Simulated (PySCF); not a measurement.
# BrF2HSi: core binding energies at several levels of theory, part 2 of 2

PySCF 2.14.0. Atoms count from 0. Earlier steps stand in the parts before.

**8. Core-electron binding energies: SCAN, X2C**

Job settings and geometry (Å):

```
{"job": {"kind": "xps", "basis": "def2-TZVP"}, "charge": 0, "multiplicity": 1}
F     -0.725571     1.286760    -1.003611
Si    -0.235819    -0.002601    -0.183168
F     -0.709351    -1.294713    -1.008609
Br     1.947570     0.012861    -0.063165
H     -0.855179    -0.009449     1.151428
```

With the program's defaults for keys left out, this is: delta-SCF UKS SCAN, def2-TZVP on the ionised atom, pcseg-1 elsewhere, spin-free X2C.

The program printed:

```text
ground state, core basis on atom 0 (F), 95 functions
  cycle   1  E = -3089.17737290  |g| = 7.62e-01
  cycle   2  E = -3088.93508135  |g| = 1.48e+00
  cycle   3  E = -3089.27024326  |g| = 7.79e-02
  cycle   4  E = -3089.27132592  |g| = 4.60e-02
  cycle   5  E = -3089.27180828  |g| = 1.22e-02
  cycle   6  E = -3089.27183065  |g| = 4.94e-03
  cycle   7  E = -3089.27183158  |g| = 1.08e-03
  cycle   8  E = -3089.27183710  |g| = 1.61e-04
  E(ground) = -3089.43962659 Eh
hole in F 1s of atom 0
  cycle   1  E = -3062.89598637  |g| = 2.46e+00
  cycle   2  E = -3062.83090897  |g| = 1.85e+00
  cycle   3  E = -3063.67656846  |g| = 4.14e-01
  cycle   4  E = -3063.71178180  |g| = 2.86e-01
  cycle   5  E = -3063.75603109  |g| = 4.54e-02
  cycle   6  E = -3063.75648448  |g| = 2.57e-02
  cycle   7  E = -3063.75677029  |g| = 4.07e-03
  cycle   8  E = -3063.75678084  |g| = 1.01e-03
  cycle   9  E = -3063.75678277  |g| = 2.06e-04
  E(ion) = -3063.93023805 Eh   <S^2> = 0.7559   hole on atom = 1.000   binding energy = 694.146 eV
ground state, core basis on atom 1 (Si), 97 functions
  cycle   1  E = -3089.27190638  |g| = 1.54e-01
  cycle   2  E = -3089.26466632  |g| = 2.60e-01
  cycle   3  E = -3089.27556698  |g| = 1.60e-02
  cycle   4  E = -3089.27560261  |g| = 3.78e-03
  cycle   5  E = -3089.27559993  |g| = 1.75e-03
  cycle   6  E = -3089.27560901  |g| = 5.25e-04
  cycle   7  E = -3089.27560684  |g| = 1.34e-04
  E(ground) = -3089.40183554 Eh
hole in Si 1s of atom 1
  cycle   1  E = -3020.21124833  |g| = 2.95e+00
  cycle   2  E = -3019.56708152  |g| = 2.11e+00
  cycle   3  E = -3020.42912785  |g| = 1.02e+00
  cycle   4  E = -3021.09376005  |g| = 2.76e-01
  cycle   5  E = -3021.09920078  |g| = 2.25e-01
  cycle   6  E = -3021.12255509  |g| = 3.66e-02
  cycle   7  E = -3021.12310835  |g| = 9.28e-03
  cycle   8  E = -3021.12316748  |g| = 1.27e-03
  cycle   9  E = -3021.12316774  |g| = 5.23e-04
  cycle  10  E = -3021.12316779  |g| = 5.10e-04
  cycle  11  E = -3021.12316815  |g| = 1.67e-04
  E(ion) = -3021.25753128 Eh   <S^2> = 0.7519   hole on atom = 1.000   binding energy = 1854.301 eV
hole in Si 2p of atom 1
  cycle   1  E = -3084.89816783  |g| = 1.18e+00
  cycle   2  E = -3084.35836848  |g| = 1.37e+00
  cycle   3  E = -3085.03891899  |g| = 5.00e-01
  cycle   4  E = -3085.19519908  |g| = 9.36e-02
  cycle   5  E = -3085.19789080  |g| = 5.17e-02
  cycle   6  E = -3085.19897440  |g| = 1.89e-02
  cycle   7  E = -3085.19910582  |g| = 2.69e-03
  cycle   8  E = -3085.19910990  |g| = 5.10e-04
  cycle   9  E = -3085.19911224  |g| = 1.71e-04
  E(ion) = -3085.33681068 Eh   <S^2> = 0.7517   hole on atom = 1.003   binding energy = 110.615 eV
  2p3/2 = 110.462 eV   2p1/2 = 111.077 eV
```

Wall time 6.2 s (1 thread of Arm Neoverse V1, shared host); peak memory 0.43 GiB.

The holes in one table. −ε is the ground-state orbital energy:

```csv
hole,stands for,environment,ΔSCF (eV; 2p as the shell's mean),−ε (eV),⟨S²⟩
F1s on F0,"F0, F2",fluorine bonded to Si,694.15,667.4,0.756
Si1s on Si1,Si1,"silicon bonded to Br, 2 F, H",1854.30,1797.6,0.752
Si2p on Si1,Si1,"silicon bonded to Br, 2 F, H",110.67,99.2,0.752
```

Each hole run stands for the others of its class of like atoms.

With the spin-orbit splitting: Si1 2p3/2 110.46, 2p1/2 111.08 eV. The table gives each 2p level as the mean over the whole 2p shell (two parts 2p3/2, one part 2p1/2), which differs a little from the single hole in the log.

**9. Core holes by ΔSCF: SCAN, non-relativistic**

Same as in step 8 but for these lines:

```diff
@@ -1,2 +1,2 @@
-{"job": {"kind": "xps", "basis": "def2-TZVP"}, "charge": 0, "multiplicity": 1}
+{"job": {"kind": "xps", "x2c": false}, "charge": 0, "multiplicity": 1}
 F     -0.725571     1.286760    -1.003611
```

Level: delta-SCF UKS SCAN, pcX-2 on the ionised atom, pcseg-1 elsewhere, non-relativistic.

The program printed:

```text
ground state, core basis on atom 0 (F), 109 functions
  cycle   1  E = -3063.66710518  |g| = 7.56e-01
  cycle   2  E = -3063.42592143  |g| = 1.48e+00
  cycle   3  E = -3063.75558205  |g| = 6.51e-02
  cycle   4  E = -3063.75603884  |g| = 5.31e-02
  cycle   5  E = -3063.75663348  |g| = 1.16e-02
  cycle   6  E = -3063.75665257  |g| = 6.64e-03
  cycle   7  E = -3063.75665950  |g| = 1.16e-03
  cycle   8  E = -3063.75666030  |g| = 1.74e-04
  E(ground) = -3063.92297951 Eh
hole in F 1s of atom 0
  cycle   1  E = -3037.40716756  |g| = 2.58e+00
  cycle   2  E = -3037.31441852  |g| = 2.13e+00
  cycle   3  E = -3038.23222216  |g| = 3.69e-01
  cycle   4  E = -3038.24353973  |g| = 3.00e-01
  cycle   5  E = -3038.29271138  |g| = 3.91e-02
  cycle   6  E = -3038.29300369  |g| = 2.68e-02
  cycle   7  E = -3038.29329826  |g| = 5.41e-03
  cycle   8  E = -3038.29331829  |g| = 1.06e-03
  cycle   9  E = -3038.29331536  |g| = 2.66e-04
  E(ion) = -3038.46529510 Eh   <S^2> = 0.7565   hole on atom = 1.000   binding energy = 692.739 eV
ground state, core basis on atom 1 (Si), 120 functions
  cycle   1  E = -3063.76793701  |g| = 1.18e-01
  cycle   2  E = -3063.76390980  |g| = 1.98e-01
  cycle   3  E = -3063.77014005  |g| = 1.16e-02
  cycle   4  E = -3063.77015684  |g| = 4.78e-03
  cycle   5  E = -3063.77016403  |g| = 1.98e-03
  cycle   6  E = -3063.77016176  |g| = 4.16e-04
  E(ground) = -3063.89529157 Eh
hole in Si 1s of atom 1
  cycle   1  E = -2994.89433163  |g| = 4.32e+00
  cycle   2  E = -2994.26162567  |g| = 2.48e+00
  cycle   3  E = -2995.02764453  |g| = 1.19e+00
  cycle   4  E = -2995.85232941  |g| = 4.18e-01
  cycle   5  E = -2995.89047289  |g| = 2.58e-01
  cycle   6  E = -2995.91956376  |g| = 6.24e-02
  cycle   7  E = -2995.92120997  |g| = 1.30e-02
  cycle   8  E = -2995.92132285  |g| = 1.88e-03
  cycle   9  E = -2995.92132532  |g| = 7.74e-04
  cycle  10  E = -2995.92132579  |g| = 7.40e-04
  cycle  11  E = -2995.92132605  |g| = 2.83e-04
  E(ion) = -2996.05372559 Eh   <S^2> = 0.7523   hole on atom = 1.000   binding energy = 1846.063 eV
hole in Si 2p of atom 1
  cycle   1  E = -3059.39653067  |g| = 1.23e+00
  cycle   2  E = -3058.85686116  |g| = 1.44e+00
  cycle   3  E = -3059.55299740  |g| = 4.91e-01
  cycle   4  E = -3059.69786568  |g| = 1.05e-01
  cycle   5  E = -3059.70149752  |g| = 5.00e-02
  cycle   6  E = -3059.70243033  |g| = 2.26e-02
  cycle   7  E = -3059.70262082  |g| = 3.30e-03
  cycle   8  E = -3059.70262834  |g| = 6.87e-04
  cycle   9  E = -3059.70262748  |g| = 2.29e-04
  E(ion) = -3059.83876263 Eh   <S^2> = 0.7519   hole on atom = 1.003   binding energy = 110.384 eV
  2p3/2 = 110.225 eV   2p1/2 = 110.846 eV
```

It took 6.8 s on 1 thread of Arm Neoverse V1, shared host; peak memory 0.43 GiB.

Binding energies by hole, beside the orbital energy of the ground state; the difference holds orbital relaxation and, for a density functional, its self-interaction error:

```csv
hole,stands for,environment,ΔSCF (eV; 2p as the shell's mean),−ε (eV),⟨S²⟩
F1s on F0,"F0, F2",fluorine bonded to Si,692.74,666.7,0.756
Si1s on Si1,Si1,"silicon bonded to Br, 2 F, H",1846.06,1792.4,0.752
Si2p on Si1,Si1,"silicon bonded to Br, 2 F, H",110.43,99.2,0.752
```

Each hole run stands for the others of its class of like atoms.

With the spin-orbit splitting: Si1 2p3/2 110.23, 2p1/2 110.85 eV. The table gives each 2p level as the mean over the whole 2p shell (two parts 2p3/2, one part 2p1/2), which differs a little from the single hole in the log.

**10. What came out**

This closing draws on all 2 parts.

| quantity | value |
| --- | --- |
| F1s binding energies, SCAN/pcX-2 | F0 693.38 eV |
| Si1s binding energies, SCAN/pcX-2 | Si1 1850.41 eV |
| Si2p binding energies, SCAN/pcX-2 | Si1 110.38 eV |
| F1s binding energies, B3LYP/pcX-2 | F0 693.04 eV |
| Si1s binding energies, B3LYP/pcX-2 | Si1 1849.07 eV |
| Si2p binding energies, B3LYP/pcX-2 | Si1 110.37 eV |
| F1s binding energies, PBE0/pcX-2 | F0 692.43 eV |
| Si1s binding energies, PBE0/pcX-2 | Si1 1848.25 eV |
| Si2p binding energies, PBE0/pcX-2 | Si1 110.06 eV |
| F1s binding energies, PBE/pcX-2 | F0 692.10 eV |
| Si1s binding energies, PBE/pcX-2 | Si1 1846.80 eV |
| Si2p binding energies, PBE/pcX-2 | Si1 109.47 eV |
| F1s binding energies, HF/pcX-2 | F0 692.70 eV |
| Si1s binding energies, HF/pcX-2 | Si1 1851.92 eV |
| Si2p binding energies, HF/pcX-2 | Si1 110.38 eV |
| F1s binding energies, SCAN/pcX-1 | F0 693.61 eV |
| Si1s binding energies, SCAN/pcX-1 | Si1 1850.65 eV |
| Si2p binding energies, SCAN/pcX-1 | Si1 110.76 eV |
| F1s binding energies, SCAN/def2-TZVP | F0 694.15 eV |
| Si1s binding energies, SCAN/def2-TZVP | Si1 1854.30 eV |
| Si2p binding energies, SCAN/def2-TZVP | Si1 110.67 eV |
| F1s binding energies, SCAN/pcX-2, non-relativistic | F0 692.74 eV |
| Si1s binding energies, SCAN/pcX-2, non-relativistic | Si1 1846.06 eV |
| Si2p binding energies, SCAN/pcX-2, non-relativistic | Si1 110.43 eV |

Single values in the summary come from the first sound run of each kind (SCAN/pcX-2), which need not be the best level.
